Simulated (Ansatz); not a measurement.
# Ti2Co: under pressure

One table from this session's results is given with a row withheld; the runs are named, their logs left out.

Computed with Ansatz 0.2.0 (DFT r2SCAN, scalar-relativistic, plane waves, PAW, unless a step's input says otherwise).

2 further runs of the same task are left out: 2 set aside as unsound or not needed.

## The starting structure

It takes space group Fd-3m (No. 227, cubic). Conventional cell: a = 7.129 Å, b = 7.129 Å, c = 7.129 Å, α = 90.00°, β = 90.00°, γ = 90.00°. Ti (site symmetry -3m) has 6 Ti at 2.52 Å as nearest neighbours. Co (site symmetry -43m) has 12 Ti at 2.96 Å and 4 Co at 3.09 Å as nearest neighbours.

As a file:

```cif
data_structure
_symmetry_space_group_name_H-M 'Fd-3m:1'
_symmetry_Int_Tables_number 227
_cell_length_a 7.1289
_cell_length_b 7.1289
_cell_length_c 7.1289
_cell_angle_alpha 90.000
_cell_angle_beta 90.000
_cell_angle_gamma 90.000
_cell_volume 362.30
loop_
_atom_site_label
_atom_site_type_symbol
_atom_site_symmetry_multiplicity
_atom_site_Wyckoff_symbol
_atom_site_fract_x
_atom_site_fract_y
_atom_site_fract_z
_atom_site_occupancy
Ti1 Ti 16 d 0.12500 0.62500 0.12500 1
Co1 Co 8 a 0.50000 0.00000 0.50000 1
```

This cell was relaxed beforehand with the same method: volume 15.10 Å³/atom, gap on the mesh none (metal), site moments up to 1.8 μB.

Set-up of the first run:

Input file input.yaml:

```yaml
crystal:
  lattice:
    - [0.0, 3.5985280499, 3.5985280499]
    - [3.5985280499, 0.0, 3.5985280499]
    - [3.5985280499, 3.5985280499, 0.0]
  atoms:
    - { symbol: Ti, position: [0.125, 0.125, 0.125], spin: 0.41 }
    - { symbol: Ti, position: [0.625, 0.125, 0.125], spin: 0.41 }
    - { symbol: Ti, position: [0.125, 0.125, 0.625], spin: 0.41 }
    - { symbol: Ti, position: [0.125, 0.625, 0.125], spin: 0.41 }
    - { symbol: Co, position: [0.5, 0.5, 0.5], spin: 1.94 }
    - { symbol: Co, position: [0.75, 0.75, 0.75], spin: 1.94 }
basis:
  ecutwfc: 500
kpoints:
  mp_grid: { grid: [10, 10, 10] }
hamiltonian:
  xc: r2scan
scf:
  occupations: { method: gaussian, width: 0.1 }
output:
  forces: true
  stress: true
  eigenvalues: true
  populations: true
magnetization:
  spin_polarized: true
relax:
  adjacent_minimum: "off"
  f_tol: 0.008
  max_steps: 50
  cell: { stress_tol: 0.08, p_target: -3.0 }
```

Run with:

```console
ansatz run input.yaml --threads 1 --pin off --max-ram 2560MiB --backend cpu --events-out ev --progress --plain --runs-dir out
```

Among the steps run: -3 GPa; 3 GPa; Relaxing at 8 GPa; Target pressure 15 GPa; Target pressure 30 GPa; Relaxing at 60 GPa.

One table of the session follows, with a row left open; its other results are not shown here.

It belongs to the step «Volume, cell and gap against pressure». Lengths are those of the vectors of the cell that was run:

```
P (GPa)  V (Å³/atom)  a (Å)  b (Å)  c (Å)  ΔH (eV/atom)
     -3        15.57  5.094  5.094  5.094        -0.287
      0        15.10  5.041  5.041  5.041         0.000
      3        14.68  4.994  4.994  4.994         0.279
      8            ?      ?      ?      ?             ?
     15        13.43  4.848  4.848  4.848         1.329
     30        12.32  4.711  4.711  4.711         2.531
     60        10.95  4.529  4.529  4.529         4.698
```

**Question.** Estimate the row for P (GPa) = 8.

Worked estimate for «V (Å³/atom)». A straight line through the neighbours (3, 14.68) and (15, 13.43) gives 14.68 + (13.43 − 14.68) × (8 − 3) / (15 − 3) = 14.16; a parabola fitted to 4 rows on both sides gives 14.13.

The run gave: V (Å³/atom): 14.10; a (Å): 4.927; b (Å): 4.927; c (Å): 4.927; ΔH (eV/atom): 0.728. In «V (Å³/atom)» the line misses by +0.06 and the parabola by +0.03.

ΔH is E + PV over the energy at zero pressure; a, b and c are the vectors of the computed cell. 

To keep in mind: Other magnetic orders or occupations could lie lower; they were not searched in full.
